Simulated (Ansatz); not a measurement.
Write a Python script for Ansatz 0.2.0, Python API that makes a convergence test of the plane-wave cutoff of GaSn₃, space group Fm-3m. Settings (first run): PBEsol, PAW, cutoff 250 eV, 6×6×6 k-points, Fermi-Dirac smearing of 0.1 eV, D3BJ dispersion. The script varies cutoff (eV): 250, 300, 350, 400, 450.

`gasn3.vasp`
```text
GaSn3
1.0
   0.00000000    3.70595700    3.70595700
   3.70595700    0.00000000    3.70595700
   3.70595700    3.70595700    0.00000000
Ga Sn
1 3
Direct
   0.00000000    0.00000000    0.00000000
   0.25000000    0.25000000    0.25000000
   0.75000000    0.75000000    0.75000000
   0.50000000    0.50000000    0.50000000
```

The script, `gasn3.py`:
```python
'''Convergence of GaSn3 with the plane-wave cutoff.'''

import ansatz as az
from ase.io import read
import matplotlib.pyplot as plt


def main() -> None:
    atoms = read('gasn3.vasp', format='vasp')
    gasn3 = az.Crystal.from_ase(atoms)

    base = (
        gasn3.calculation()
        .functional(az.Functional.PBESOL, dispersion='d3bj')
        .kpoints(6, 6, 6, center='monkhorst-pack')
        .occupations('Fermi-Dirac')
        .scf(tolerance=1e-05)
        .stress()
    )

    rows = []
    for value in [250, 300, 350, 400, 450]:
        rep = base.basis(value).run(threads=1, backend='cpu').report
        rows.append((value, rep['free_energy_ev'] / len(rep['lattice']['sites']), rep['n_iterations'], sum(rep['stress_gpa'][i][i] for i in range(3)) / 3, rep['n_pw']))

    print(' cutoff (eV)   F/atom (eV)    iterations       P (GPa)   plane waves')
    for row in rows:
        print(f'{str(row[0]):>12s}  {row[1]:12.5f}  {row[2]:12d}  {row[3]:12.3f}  {row[4]:12d}')

    # the last row is the reference
    for row in rows[:-1]:
        shift = 1000 * (row[1] - rows[-1][1])
        print(f'{row[0]}: {shift:+.2f} meV/atom' + ('  (within 5 meV)' if abs(shift) < 5 else ''))
    plt.figure(figsize=(4.5, 3))
    plt.plot([str(row[0]) for row in rows], [1000 * (row[1] - rows[-1][1]) for row in rows], 'o-')
    plt.xlabel('cutoff (eV)')
    plt.ylabel('F - F(last) (meV/atom)')
    plt.tight_layout()
    plt.savefig('ecut.png', dpi=100)


if __name__ == '__main__':
    main()
```

`python gasn3.py` gives:
```text
DeckWarning: basis.ecutwfc = 250 eV is below the records' recommended 420 eV, and the density's cutoff is lower with it unless basis.ecutrho_ratio is high enough to keep the records' density cutoff: compare with a run at a higher cutoff
DeckWarning: crystal.symmetry: narrowed to the stabiliser of the k-point mesh — unitary ops 48 → 12; excluded 36 operations that carry a point of the 6×6×6 mesh (shift [0.5, 0.5, 0.5]) off the mesh [...]
DeckWarning: output.stress: scf.convergence.dr2_threshold = 1e-5 eV is looser than the 4e-10 eV advised for a printed stress (1e-10 eV for each atom of the cell: 4). What an SCF threshold leaves in a [...]
DeckWarning: basis.ecutwfc = 300 eV is below the records' recommended 420 eV, and the density's cutoff is lower with it unless basis.ecutrho_ratio is high enough to keep the records' density cutoff: compare with a run at a higher cutoff
DeckWarning: basis.ecutwfc = 350 eV is below the records' recommended 420 eV, and the density's cutoff is lower with it unless basis.ecutrho_ratio is high enough to keep the records' density cutoff: compare with a run at a higher cutoff
DeckWarning: basis.ecutwfc = 400 eV is below the records' recommended 420 eV, and the density's cutoff is lower with it unless basis.ecutrho_ratio is high enough to keep the records' density cutoff: compare with a run at a higher cutoff
 cutoff (eV)   F/atom (eV)    iterations       P (GPa)   plane waves
         250   -5397.76989             6        -4.370           941
         300   -5398.39205             6        -4.236          1243
         350   -5398.44198             6        -4.217          1459
         400   -5398.44454             7        -4.231          1837
         450   -5398.44540             6        -4.237          2229
250: +675.51 meV/atom
300: +53.35 meV/atom
350: +3.42 meV/atom  (within 5 meV)
400: +0.86 meV/atom  (within 5 meV)
```
(Warnings from the package without file and line, shortened.)

From 350 eV on it stays within 5 meV an atom of the value at 450 eV; the first row (250 eV) is off by 675.5 meV and the last but one by 0.86 meV. The energy falls steadily, as expected when plane waves are added. The pressure moves from -4.37 to -4.24 GPa (the program's stress holds a Pulay correction, so it settles early). The last run costs about 2.0 times the first.

Dispersion corrections can be off by several per cent in the lattices of metals, and by several GPa in the pressure at a fixed cell. For a metal this k-point mesh is coarse: on a finer one energies can move by several to tens of meV an atom and pressures by half a GPa or more, differences at one mesh by less. Pressure is positive in compression. The structure comes from a database of computed cells and needn't be a stable or known phase. Shifts are counted from the last row, which is itself no proven limit. The whole script took 22 s on 1 thread of Intel(R) Xeon(R) Processor @ 2.30GHz, with other jobs on the host, peak memory 0.7 GiB.
